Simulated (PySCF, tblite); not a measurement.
# C₅H₁₀AlClS₂: geometry, infrared bands and NMR shifts

What infrared bands and NMR shifts should C₅H₁₀AlClS₂ (`CC(C)[C@@H]1C[S][Al]([Cl])[S]1`) show?

The runs use tblite 0.8.0 and PySCF 2.14.0, with density-fitted response routines of our own; the level of theory stands in each step. All values are computed, except where a source is named. Atoms are numbered from 0 throughout.

## 1. Starting geometry

19 atoms, charge 0, multiplicity 1; geometry from: force field or distance geometry start.

Bonds of the start (Å): C0–C1 1.51, C1–C2 1.52, C1–C3 1.49, C3–C4 1.51, C4–S5 1.82, S5–Al6 2.30, Al6–Cl7 2.23, Al6–S8 2.30, S8–C3 1.82, C0–H9 1.11, C0–H10 1.10, C0–H11 1.12, C1–H12 1.07, C2–H13 1.10, C2–H14 1.11, C2–H15 1.10, C3–H16 1.12, C4–H17 1.10, C4–H18 1.10.

## 2. Geometry optimisation with GFN2-xTB

What the job is given:

```
{"job": {"kind": "relax", "xc": "GFN2-xTB", "basis": "xTB"}, "charge": 0, "multiplicity": 1}
C     -1.942500    -0.529200     0.403600
C     -0.863600    -0.016400    -0.516700
C     -1.101700     1.483600    -0.641100
C      0.507000    -0.144300     0.059000
C      0.927900    -1.553300     0.407400
S      2.741700    -1.610200     0.478100
Al     3.045100     0.348500     1.640100
Cl     4.568500     1.810800     0.927900
S      0.813600     0.905200     1.519600
H     -2.062900     0.173900     1.248700
H     -1.769300    -1.565300     0.738200
H     -2.896400    -0.565700    -0.185200
H     -0.913400    -0.418500    -1.512100
H     -2.148600     1.683200    -0.931600
H     -0.857000     1.939200     0.346000
H     -0.379000     1.894000    -1.355200
H      1.218800     0.249000    -0.712900
H      0.554300    -1.776000     1.417000
H      0.547800    -2.299500    -0.307900
```

On the command line:

```console
$ OMP_NUM_THREADS=1 python probes_run.py task.json out
```

The driver reads the jobs from task.json and runs them one after another.

**Question.** This job is followed by: GFN2-xTB harmonic vibrations, gas phase; GIAO PBE0/pcSseg-1 NMR shielding, non-relativistic, gas phase. What will the session give for the following? strongest single infrared mode (GFN2-xTB); zero-point energy (GFN2-xTB); 13C shifts against TMS (PBE0/pcSseg-1); 1H shifts against TMS (PBE0/pcSseg-1, means over atoms taken as alike); 33S shifts against CS2 (PBE0/pcSseg-1); 27Al shifts against AlH4- (PBE0/pcSseg-1); 35Cl shifts against HCl (PBE0/pcSseg-1).

**Answer**, as computed:

```
                                                              quantity                                   value
                             strongest single infrared mode (GFN2-xTB)                    659 cm⁻¹, 108 km/mol
                                          zero-point energy (GFN2-xTB)                           90.2 kcal/mol
                                13C shifts against TMS (PBE0/pcSseg-1)        67.5, 43.6, 38.9, 26.1, 16.6 ppm
1H shifts against TMS (PBE0/pcSseg-1, means over atoms taken as alike)  3.21, 2.80, 2.74, 1.75, 1.17, 1.04 ppm
                                33S shifts against CS2 (PBE0/pcSseg-1)                           -87, -109 ppm
                             27Al shifts against AlH4- (PBE0/pcSseg-1)                               146.3 ppm
                               35Cl shifts against HCl (PBE0/pcSseg-1)                                  -1 ppm
```

What this shows: Over 120 steps the energy fell by 1.345 eV; of the close pairs, Al6–Cl7 changed most, 2.229 to 2.013 Å. No mode is imaginary among the 51: a minimum at this level. The strongest single mode, at 659 cm⁻¹, moves mainly Al6. GFN2-xTB is a fitted tight-binding method: band positions and strengths are rough. Its intensities can rank the bands wrongly.
